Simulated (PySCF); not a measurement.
# C2H8AlAs: the cost of one run

Computed with PySCF 2.14.0, with density-fitted response routines of our own, on a single molecule in the gas phase. Atoms count from 0, in the outputs and in this text.

## Step 1: Starting geometry

12 atoms, charge 0, multiplicity 1; geometry from: GFN2-xTB. The atoms were then displaced at random by about 0.01 Å, so the start is not that level's minimum.

Bonds of the start (Å): C0–C1 1.35, C1–Al2 2.00, Al2–As3 2.60, C0–H4 1.06, C0–H5 1.12, C1–H6 1.10, Al2–H7 1.57, Al2–H8 1.58, As3–H9 1.52, As3–H10 1.52, As3–H11 1.50.

## Step 2: Relaxing the molecule at PBE0-D3(BJ)/def2-SVP

What the job is given:

```
{"job": {"xc": "PBE0", "basis": "def2-SVP", "d3": "d3bj", "grid": 1, "shake": 0.01, "kind": "geom"}, "charge": 0, "multiplicity": 1}
C      1.798780    -0.835300    -0.297240
C      1.500190    -0.221020     0.863430
Al     0.212860     1.285430     0.580680
As    -1.690010    -0.110640    -0.511460
H      2.478120    -1.630110    -0.445550
H      1.291690    -0.450410    -1.217280
H      2.044120    -0.600020     1.740700
H      0.461330     2.227260    -0.651910
H     -0.747010     1.819300     1.719950
H     -2.484010    -1.157370    -1.277480
H     -3.002120     0.581230    -0.158940
H     -1.824240    -0.936620     0.734320
```

Launch:

```bash
OMP_NUM_THREADS=1 python probes_run.py task.json out
```

The driver reads the jobs from task.json and runs them one after another.

**Question.** How long does this first job take on 1 thread of Arm Neoverse V2, shared host, and how much memory does it need?

About 70 s, with a peak of 0.5 GiB.
